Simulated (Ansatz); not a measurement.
# CdH2OS: the cost of one run

Computed with Ansatz 0.2.0 through its Python package. Level of theory: PBE/def2-SVP.

## Step 1: The structure

Bond lengths: O1–Cd2 1.951 Å, Cd2–S3 2.357 Å, O1–H4 0.961 Å, S3–H5 1.332 Å. Angles: O1–Cd2–S3 112.3°, Cd2–O1–H4 118.5°, Cd2–S3–H5 85.8°.

No structure file is read: the coordinates are typed or built in the script.

## Step 2: The script

Contents of bend_cdh2os.py:

```python
'''Bending curve of CdH2OS.'''

import ansatz as az
from ase import Atoms

atoms = Atoms(['O', 'Cd', 'S', 'H', 'H'], positions=[
    (-0.08801, -1.30259, 0.56139),
    (-1.06252, 0.21849, -0.1754),
    (0.37304, 1.9751, -0.81667),
    (-0.58495, -2.08063, 0.82648),
    (1.36244, 1.18963, -0.3958),
])

# relax first, so that the scan starts from a minimum
first = (
    az.Crystal.molecule_from_ase(atoms).calculation()
    .basis(gaussian='def2-SVP')
    .functional('pbe')
    .relax(force_tolerance=0.02, max_steps=80)  # relax until the tolerances are met
)
atoms.positions = first.run(threads=1).report['positions_ang']

rows = []
for angle in [90, 100, 110, 120, 135, 150, 165, 179]:
    bent = atoms.copy()
    bent.set_angle(1, 2, 4, angle, indices=[4])
    model = (
        az.Crystal.molecule_from_ase(bent).calculation()
        .basis(gaussian='def2-SVP')  # atom-centred Gaussian functions
        .functional('pbe')
    )
    rows.append((angle, model.run(threads=1).report['free_energy_ev']))
floor = min(e for _, e in rows)
for angle, e in rows:
    print(f'angle Cd1-S2-H4 = {angle:3d} deg   {1000 * (e - floor):9.1f} meV')
```

## Step 3: The calls as engine input

The engine receives this input (first run):

```yaml
crystal:
  periodic: [false, false, false]
  atoms:
    - { symbol: O, position_ang: [-0.08801, -1.30259, 0.56139] }
    - { symbol: Cd, position_ang: [-1.06252, 0.21849, -0.1754] }
    - { symbol: S, position_ang: [0.37304, 1.9751, -0.81667] }
    - { symbol: H, position_ang: [-0.58495, -2.08063, 0.82648] }
    - { symbol: H, position_ang: [1.36244, 1.18963, -0.3958] }
basis:
  gaussian:
    orbitals: def2-SVP
hamiltonian:
  xc: pbe
relax:
  f_tol: 0.02
  max_steps: 80
```

## Step 4: The run

The run is started by

```bash
python bend_cdh2os.py
```

What time and memory should one allow on 1 thread of Arm Neoverse V1, shared host?

About 50 s, with a peak of 0.21 GiB.
